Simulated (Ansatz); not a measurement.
# SeF₆: one species, many methods

The task here is to estimate one member of a computed series from the others.

The runs use Ansatz 0.2.0, Gaussian basis; functionals in def2-TZVPP, the program's frozen cores in correlated methods.

The runs, in order: LDA (SPW92), PBE-D4, revPBE-D4, BLYP-D4, r2SCAN-D4, B97M-V, PBE0-D4, B3LYP-D4, r2SCANh-D4, r2SCAN0-D4, HSE06-D4, BHLYP-D4, CAM-B3LYP-D4, LC-ωPBE, ωB97X-V, ωB97M-V, B2PLYP, PBE-QIDH; CCSD(T)/def2-SVP; CCSD(T)/def2-TZVPP; MP2/def2-QZVPP; extrapolation to the limit; RPA on PBE.

## The relaxed structure

An earlier PBE0-D4 in a triple-zeta def2 set relaxation fixed the geometry.

SMILES `F[Se](F)(F)(F)(F)F`, 7 atoms, charge 0, spin multiplicity 1.

Atoms are counted from 1 here; the program's logs count them from 0.

Bond lengths: F1–Se2 1.689 Å, Se2–F3 1.689 Å, Se2–F4 1.689 Å, Se2–F5 1.689 Å, Se2–F6 1.689 Å, Se2–F7 1.689 Å. Angles: F1–Se2–F3 90.0°, F1–Se2–F4 90.0°, F1–Se2–F5 90.0°, F1–Se2–F6 180.0°, F1–Se2–F7 90.0°, F3–Se2–F4 90.0°, F3–Se2–F5 180.0°, F3–Se2–F6 90.0°, F3–Se2–F7 90.0°, F4–Se2–F5 90.0°, F4–Se2–F6 90.0°, F4–Se2–F7 180.0°, F5–Se2–F6 90.0°, F5–Se2–F7 90.0°, F6–Se2–F7 90.0°.

Geometry (Å):

```
F    -0.4966   -1.5877   -0.2913
Se    0.0000    0.0000    0.0000
F     1.3932   -0.5755    0.7615
F    -0.8152   -0.0163    1.4790
F    -1.3932    0.5755   -0.7615
F     0.4966    1.5877    0.2913
F     0.8152    0.0163   -1.4790
```

Set-up of the first run:

File in.yaml:

```yaml
crystal:
  periodic: [false, false, false]
  atoms:
    - {symbol: F, position_ang: [-0.496639, -1.587683, -0.291277]}
    - {symbol: Se, position_ang: [0.000002, -0.000001, 0.000001]}
    - {symbol: F, position_ang: [1.393225, -0.575518, 0.761537]}
    - {symbol: F, position_ang: [-0.815157, -0.016346, 1.479014]}
    - {symbol: F, position_ang: [-1.393232, 0.575519, -0.761514]}
    - {symbol: F, position_ang: [0.496642, 1.587685, 0.291256]}
    - {symbol: F, position_ang: [0.815167, 0.016335, -1.479007]}
basis:
  gaussian: {orbitals: def2-TZVPP}
hamiltonian: {xc: lda}
output: {orbitals: {seedname: orbitals}}
```

Started as:

```
> ansatz run in.yaml --threads 2 --pin off --events-out ev --progress --plain --max-ram 20480MiB --backend cpu
```

Among the steps run: LDA; PBE-D4 (GGA); revPBE-D4 (GGA); BLYP-D4 (GGA); r2SCAN-D4 (meta-GGA); B97M-V (meta-GGA); B3LYP-D4 (hybrid); r2SCANh-D4 (hybrid); r2SCAN0-D4 (hybrid); HSE06-D4 (hybrid); BHLYP-D4 (hybrid); CAM-B3LYP-D4 (range-separated); LC-ωPBE (range-separated); ωB97X-V (range-separated); ωB97M-V (range-separated); B2PLYP (double hybrid); PBE-QIDH (double hybrid).

One table of the session follows, with a row left open; its other results are not shown here.

It belongs to the step «Frontier levels by functional». 

| functional | HOMO (eV) | LUMO (eV) | gap (eV) |
| --- | --- | --- | --- |
| LDA (SPW92) | -10.69 | -4.93 | 5.76 |
| PBE-D4 | -10.40 | -4.48 | 5.93 |
| revPBE-D4 | -10.30 | -4.31 | 5.99 |
| BLYP-D4 | -10.36 | -4.52 | 5.84 |
| r2SCAN-D4 | -11.02 | -4.26 | 6.76 |
| B97M-V | ? | ? | ? |
| PBE0-D4 | -12.71 | -3.35 | 9.36 |
| B3LYP-D4 | -12.38 | -3.81 | 8.57 |
| r2SCANh-D4 | -11.87 | -3.85 | 8.02 |
| r2SCAN0-D4 | -13.15 | -3.21 | 9.94 |
| HSE06-D4 | -12.29 | -3.73 | 8.56 |
| BHLYP-D4 | -15.01 | -2.21 | 12.80 |
| CAM-B3LYP-D4 | -14.31 | -2.33 | 11.98 |
| LC-ωPBE | -15.53 | -0.89 | 14.64 |
| ωB97X-V | -15.26 | -0.90 | 14.36 |
| ωB97M-V | -15.24 | -0.97 | 14.26 |

**Question.** Estimate the row for B97M-V.

**Answer.** HOMO (eV): -11.19; LUMO (eV): -4.07; gap (eV): 7.12. In the column «HOMO (eV)» it lies between r2SCANh-D4 (-11.87) and r2SCAN-D4 (-11.02).
